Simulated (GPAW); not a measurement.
**GeF2 (SMILES [F][Ge][F]) at vdW-DF2/dzp (scalar-relativistic datasets)**

We compute a structure relaxation of GeF2. 

The calculation is run with GPAW 26.7.0.

9 further runs of the same task are left out: 2 for a known fault of the program, 2 that didn't finish, 5 set aside as unsound or not needed.

**1. Starting point**

GeF2 has 3 atoms, charge 0, and is taken as a singlet. SMILES: `[F][Ge][F]`. Geometry: embedded from SMILES. The run starts from this shape.

Bond lengths: F1–Ge2 1.756 Å, Ge2–F3 1.756 Å. Angles: F1–Ge2–F3 109.5°.

**2. A geometry optimisation at vdW-DF2/dzp (scalar-relativistic datasets)**

run.py reads:

```python
from ase import Atoms
from ase.io import write
from ase.optimize import BFGS
from gpaw import GPAW
from gpaw.utilities.adjust_cell import adjust_cell
from rdkit import Chem
from rdkit.Chem import AllChem

rd = Chem.AddHs(Chem.MolFromSmiles('[F][Ge][F]'))
AllChem.EmbedMolecule(rd, randomSeed=934)
AllChem.UFFOptimizeMolecule(rd)
molecule = Atoms([a.GetSymbol() for a in rd.GetAtoms()], positions=rd.GetConformer().GetPositions())
write('start.xyz', molecule)
adjust_cell(molecule, 2.5, h=0.2)

dft = GPAW(mode='lcao',
           basis='dzp',
           h=0.2,
           xc={'name': 'vdW-DF2', 'backend': 'libvdwxc'},
           mixer={'name': 'pulay', 'beta': 0.05, 'nmaxold': 3, 'weight': 1.0},
           maxiter=100,
           txt='-')
molecule.calc = dft

opt = BFGS(molecule, trajectory='run.traj')
converged = opt.run(fmax=0.02, steps=60)
print('Converged:', converged)
print(f'Final energy = {molecule.get_potential_energy():.5f} eV')
write('relaxed.xyz', molecule)
```

Launch:

```
$ python run.py > run.log
```

The log of the run:

```text
[...]
Number of symmetries: 2
[...]
  Number of IBZ points: 1
[...]
basis functions: 39
Spin-components: 1 (collinear spins)
Bands:           12
[...]
  Valence electrons: 18.0
[...]
  Grid points: [40 32 28]
  Charge: 0.0  # |e|
[...]
    cutoffs:
[...]
occupation numbers:
  # Zero width
[...]
xc functional:
  name: vdW-DF2 with libvdwxc
[...]
|iter     |     time |      energy | eigst |  dens |
[...]
|iter:   1| 00:00:02 | -109.522147 |      c|       |
[...]
Converged in 39 steps
[...]
dipole moment: (-0.001210, 0.444211, -0.000000)  # |e|*Ang
Fermi level: -5.209
[...]
Converged in 11 steps
[...]
Converged in 8 steps
[...]
Converged in 5 steps
[...]
Converged in 3 steps
[...]
|iter:   4| 00:00:58 | -107.956684c|      c| -4.23c|
Converged in 4 steps
[...]
Energy contributions relative to reference atoms: (reference = -62525.799423)
Energy contributions:
  Kinetic:          34.719623
  Coulomb:         -32.505132
  Zero:              0.941325
  External:          0.000000
  Xc:             -111.112500
  Entropy:           0.000000
  Spinorbit:         0.000000
  ----------------------------
  Free energy:    -107.956684
  Extrapolated:   -107.956684
dipole moment: (0.000049, 0.695375, -0.000000)  # |e|*Ang
Fermi level: -5.554
Eigenvalues  # (at kpt = [0.000, 0.000, 0.000])
| band index |      eig [eV] | occ [0-2] |
|------------|---------------|-----------|
|          0 |       -28.073 |     2.000 |
|          1 |       -27.656 |     2.000 |
|          2 |       -13.296 |     2.000 |
|          3 |       -10.158 |     2.000 |
|          4 |        -9.408 |     2.000 |
|          5 |        -9.363 |     2.000 |
|          6 |        -8.775 |     2.000 |
|          7 |        -8.466 |     2.000 |
|          8 |        -7.642 |     2.000 |
|          9 |        -3.466 |     0.000 |
|         10 |        -0.861 |     0.000 |
|         11 |        -0.077 |     0.000 |
Gap: 4.177 eV
Transition (v -> c):
[...]
Forces  # eV/Ang
|       x |        y |       z |
|---------|----------|---------|
| 0.01122 | -0.00264 | 0.00000 |  # F    0
| 0.00507 | -0.00694 | 0.00000 |  # Ge   1
| 0.01450 |  0.00335 | 0.00000 |  # F    2
Force computation time: 0.047  # s
BFGS:   17 hh:mm:ss     -107.956684        0.014877
Converged: True
Final energy = -107.95668 eV
```

It took 58 s on 1 thread of Arm Neoverse V2, shared host; peak memory 0.33 GiB.

Steps, from the record of the run:

| step | energy from the first frame kept (eV) | largest force (eV/Å) |
| --- | --- | --- |
| 0 | 0.0000 | 3.2104 |
| 1 | -0.1715 | 1.0733 |
| 2 | -0.1931 | 0.3548 |
| 3 | -0.1975 | 0.2882 |
| 4 | -0.2023 | 0.3315 |
| 5 | -0.2107 | 0.3395 |
| 6 | -0.2217 | 0.2757 |
| 7 | -0.2261 | 0.1725 |
| 8 | -0.1889 | 0.7224 |
| 9 | -0.2273 | 0.0772 |
| 10 | -0.2275 | 0.0616 |
| 11 | -0.2279 | 0.1012 |
| 12 | -0.2285 | 0.1991 |
| 13 | -0.2290 | 0.1618 |
| 14 | -0.2320 | 0.0888 |
| 15 | -0.2323 | 0.0293 |
| 16 | -0.2323 | 0.0363 |
| 17 | -0.2323 | 0.0149 |

After the run. Bond lengths: F1–Ge2 1.825 Å, Ge2–F3 1.825 Å. Angles: F1–Ge2–F3 96.0°.

**3. What came out**

At vdW-DF2/dzp (scalar-relativistic datasets):

| quantity | value |
| --- | --- |
| energy as printed (from the program's reference atoms) | -107.9567 eV |
| dipole moment | 3.34 D |
| HOMO energy | -7.64 eV |
| LUMO energy | -3.47 eV |
| HOMO–LUMO gap | 4.18 eV |

In words: At the final geometry: Bond lengths: F1–Ge2 1.825 Å, Ge2–F3 1.825 Å. Angles: F1–Ge2–F3 96.0°. The optimisation took 17 steps and changed the energy by -0.232 eV.
